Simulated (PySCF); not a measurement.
# C2H8GeSi: the cost of one run

The runs use PySCF 2.14.0, with density-fitted response routines of our own; the level of theory stands in each step. All values are computed, except where a source is named. Atoms count from 0, in the outputs and in this text.

## (1) Starting geometry

12 atoms, charge 0, multiplicity 1; geometry from: GFN2-xTB. The atoms were then displaced at random by about 0.01 Å, so the start is not that level's minimum.

Bonds of the start (Å): C0–C1 1.34, C1–Ge2 1.94, Ge2–Si3 2.37, C0–H4 1.05, C0–H5 1.10, C1–H6 1.08, Ge2–H7 1.51, Ge2–H8 1.54, Si3–H9 1.43, Si3–H10 1.47, Si3–H11 1.47.

## (2) Optimising the geometry at PBE0-D3(BJ)/def2-SVP

The job: settings as JSON, then the geometry in Å.

```
{"job": {"xc": "PBE0", "basis": "def2-SVP", "d3": "d3bj", "grid": 1, "shake": 0.01, "kind": "geom"}, "charge": 0, "multiplicity": 1}
C     -1.866420    -0.707710     0.417930
C     -1.497810     0.567000     0.261500
Ge     0.327920     1.088710    -0.155340
Si     1.881700    -0.690730    -0.323860
H     -1.197400    -1.512360     0.303090
H     -2.911770    -0.948190     0.638450
H     -2.212920     1.362970     0.371550
H      0.270440     1.963760    -1.390370
H      0.714600     2.130910     0.916580
H      3.220870    -0.219990    -0.458330
H      1.519070    -1.527930    -1.472640
H      1.791410    -1.534710     0.882400
```

The run is started by

```
$ OMP_NUM_THREADS=1 python probes_run.py task.json out
```

One launch serves the whole session: the jobs run in the order shown.

Q: Estimate the wall time and peak memory of this first job on 1 thread of Arm Neoverse N1, shared host.

About 58 s, with a peak of 0.47 GiB.
